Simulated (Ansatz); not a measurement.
# S (bcc type): how the settings move a single-point run

Question: which choices in the input matter for S (bcc type)?

Method: reference: DFT, LDA, PAW with Ansatz's default frozen-core files, scalar-relativistic, in Ansatz 0.2.0.

### Step 1. The structure to begin with

Symmetry: Im-3m, No. 229, cubic system. The conventional cell has a = 2.736 Å, b = 2.736 Å, c = 2.736 Å, α = 90.00°, β = 90.00°, γ = 90.00°. S (site symmetry m-3m) has 8 S at 2.37 Å in its first shell of neighbours.

Structure file:

```
S
1.0
    -1.36825    1.36825    1.36825
     1.36825   -1.36825    1.36825
     1.36825    1.36825   -1.36825
S
1
Direct
  0.00000 0.00000 0.00000
```

### Step 2. Reference

The input, input.yaml:

```yaml
crystal:
  lattice:
    - [-1.3682470146, 1.3682470146, 1.3682470146]
    - [1.3682470146, -1.3682470146, 1.3682470146]
    - [1.3682470146, 1.3682470146, -1.3682470146]
  atoms:
    - { symbol: S, position: [0.0, 0.0, 0.0] }
kpoints:
  mp_grid: { grid: [16, 16, 16] }
scf:
  occupations: { method: fermi_dirac, width: 0.08 }
hamiltonian:
  xc: lda
  pseudopotentials: { kind: paw }
output:
  forces: true
  stress: true
  eigenvalues: true
  populations: true
  write_density: true
  write_potential: true
  elf: true
  volumetric_format: npy
```

Run with:

```bash
ansatz run input.yaml --threads 1 --pin off --max-ram 2048MiB --backend cpu --events-out ev --progress --plain --runs-dir out
```

### Step 3. Changed: symmetry.detect false, scf.algorithm direct_min

Edit input.yaml of step 2 so:

```diff
@@ -7,2 +7,3 @@
     - { symbol: S, position: [0.0, 0.0, 0.0] }
+  symmetry: { detect: false }
 kpoints:
@@ -11,2 +12,3 @@
   occupations: { method: fermi_dirac, width: 0.08 }
+  algorithm: direct_min
 hamiltonian:
@@ -19,5 +21 @@
   populations: true
-  write_density: true
-  write_potential: true
-  elf: true
-  volumetric_format: npy
```

### Step 4. Changing settings: occupations.width 0.05, ecutrho_ratio 4

Edit input.yaml of step 2 so:

```diff
@@ -10,3 +10,3 @@
 scf:
-  occupations: { method: fermi_dirac, width: 0.08 }
+  occupations: { method: fermi_dirac, width: 0.05 }
 hamiltonian:
@@ -23 +23,3 @@
   volumetric_format: npy
+basis:
+  ecutrho_ratio: 4
```

**Question.** What will these runs give? Wanted: for each run, ending; energy change; pressure; gap; force.

**Answer**, as computed:

| run | ending | energy change | pressure (GPa) | gap (eV) | force (eV/Å) | cycles | time |
| --- | --- | --- | --- | --- | --- | --- | --- |
| reference | converged | 0 | 76.2 | 0.00 | 0.00 | 6 | 1.4 s |
| 1: symmetry.detect false, scf.algorithm direct_min | converged | 0.0 meV/atom | 76.2 | 0.00 | 0.00 | 3 | 27 s |
| 2: occupations.width 0.05, ecutrho_ratio 4 | converged | +0.5 meV/atom (σ→0) | 76.3 | 0.00 | 0.00 | 6 | 1.4 s |

Times don't compare one to one where runs were asked for different outputs or read a saved state (see the inputs); cycles may leave out searches for a lower state.

Residual by cycle in the longest SCF loop of each run; runs are numbered as in the table. The quantity is the density residual dr2, in eV.

| cycle | reference | run 1 | run 2 |
| --- | --- | --- | --- |
| 1 | 0.00264 | 0.0025 | 0.00266 |
| 2 | 4.4e-4 | 6.0e-5 | 4.5e-4 |
| 3 | 6.9e-6 | 9.3e-9 | 7.0e-6 |
| 4 | 1.4e-9 | - | 1.5e-9 |
| 5 | 6.4e-11 | - | 6.8e-11 |
| 6 | 3.0e-13 | - | 4.0e-13 |

The pressure spans 76.2 to 76.3 GPa over the reference and the converged variants. Semilocal functionals close small gaps, so the missing gap need not be the real solid's. The structure is not at rest: the sound run finds 76 GPa, so these are no properties of the relaxed crystal. 
